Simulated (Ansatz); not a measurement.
**BrH₄InOSi: one species, many methods**

The task here is to estimate one member of a computed series from the others.

Program: Ansatz 0.2.0, Gaussian basis. Level of theory: functionals in def2-TZVPP, the program's frozen cores in correlated methods. These are calculated values, not measurements.

Plan: LDA (SPW92), PBE-D4, revPBE-D4, BLYP-D4, r2SCAN-D4, B97M-V, PBE0-D4, B3LYP-D4, r2SCANh-D4, r2SCAN0-D4, HSE06-D4, BHLYP-D4, CAM-B3LYP-D4, LC-ωPBE, ωB97X-V, ωB97M-V, B2PLYP, PBE-QIDH; CCSD(T)/def2-SVP; CCSD(T)/def2-TZVPP; MP2/def2-QZVPP; extrapolation to the limit; RPA on PBE.

## The relaxed structure

All runs share one geometry, relaxed beforehand with PBE0-D4 in a triple-zeta def2 set. In takes the def2 core potential; no spin-orbit term is included.

8 atoms, charge 0, spin multiplicity 1.

Atoms are counted from 1 here; the program's logs count them from 0.

Bond lengths: Si1–O2 1.634 Å, Si1–H5 1.490 Å, Si1–H6 1.487 Å, Si1–H7 1.490 Å, O2–In3 1.967 Å, In3–Br4 2.458 Å, In3–H8 1.690 Å. Angles: O2–Si1–H5 111.5°, O2–Si1–H6 108.5°, O2–Si1–H7 111.5°, H5–Si1–H6 108.7°, H5–Si1–H7 108.0°, H6–Si1–H7 108.6°, Si1–O2–In3 135.8°, O2–In3–Br4 110.6°, O2–In3–H8 122.6°, Br4–In3–H8 126.9°.

The first run:

Contents of in.yaml:

```yaml
crystal:
  periodic: [false, false, false]
  atoms:
    - {symbol: Si, position_ang: [-0.599462, 1.168312, 0.587574]}
    - {symbol: O, position_ang: [0.750278, 0.336187, 0.192866]}
    - {symbol: In, position_ang: [1.141199, -1.381208, -0.682052]}
    - {symbol: Br, position_ang: [-0.942206, -2.513081, -1.330781]}
    - {symbol: H, position_ang: [-1.402253, 1.511627, -0.620074]}
    - {symbol: H, position_ang: [-0.194549, 2.429387, 1.264164]}
    - {symbol: H, position_ang: [-1.470170, 0.389596, 1.512947]}
    - {symbol: H, position_ang: [2.717154, -1.940830, -0.924652]}
basis:
  gaussian: {orbitals: def2-TZVPP}
hamiltonian: {xc: lda}
output: {orbitals: {seedname: orbitals}}
```

Among the steps run: LDA; PBE-D4 (GGA); revPBE-D4 (GGA); BLYP-D4 (GGA); r2SCAN-D4 (meta-GGA); B97M-V (meta-GGA); PBE0-D4 (hybrid); B3LYP-D4 (hybrid); r2SCANh-D4 (hybrid); r2SCAN0-D4 (hybrid); HSE06-D4 (hybrid); BHLYP-D4 (hybrid); CAM-B3LYP-D4 (range-separated); LC-ωPBE (range-separated); ωB97X-V (range-separated); ωB97M-V (range-separated); B2PLYP (double hybrid); PBE-QIDH (double hybrid).

One table of the session follows, with a row left open; its other results are not shown here.

It belongs to the step «Orbital energies across the functionals». 

```
  functional  HOMO (eV)  LUMO (eV)  gap (eV)
 LDA (SPW92)      -7.14      -2.85      4.29
      PBE-D4      -7.03      -2.59      4.44
   revPBE-D4      -6.98      -2.48      4.50
     BLYP-D4      -6.91      -2.56      4.35
   r2SCAN-D4      -7.36      -2.33      5.03
      B97M-V      -7.47      -2.53      4.93
     PBE0-D4      -8.37      -1.79      6.58
    B3LYP-D4          ?          ?         ?
  r2SCANh-D4      -7.86      -2.02      5.84
  r2SCAN0-D4      -8.60      -1.63      6.97
    HSE06-D4      -7.97      -2.15      5.83
    BHLYP-D4      -9.54      -1.16      8.38
CAM-B3LYP-D4      -9.72      -1.00      8.72
     LC-ωPBE     -11.09       0.14     11.23
     ωB97X-V     -10.75      -0.01     10.74
     ωB97M-V     -10.63      -0.30     10.33
```

Estimate the missing values for B3LYP-D4.

Worked estimate for «HOMO (eV)». Against the share of exact exchange, BLYP-D4 (0, -6.91), BHLYP-D4 (0.5, -9.54) give a slope of -5.26 per unit share; at 0.2 the line stands at -7.96.

As computed: HOMO (eV): -8.13; LUMO (eV): -2.07; gap (eV): 6.06. In «HOMO (eV)» the line misses by +0.17.
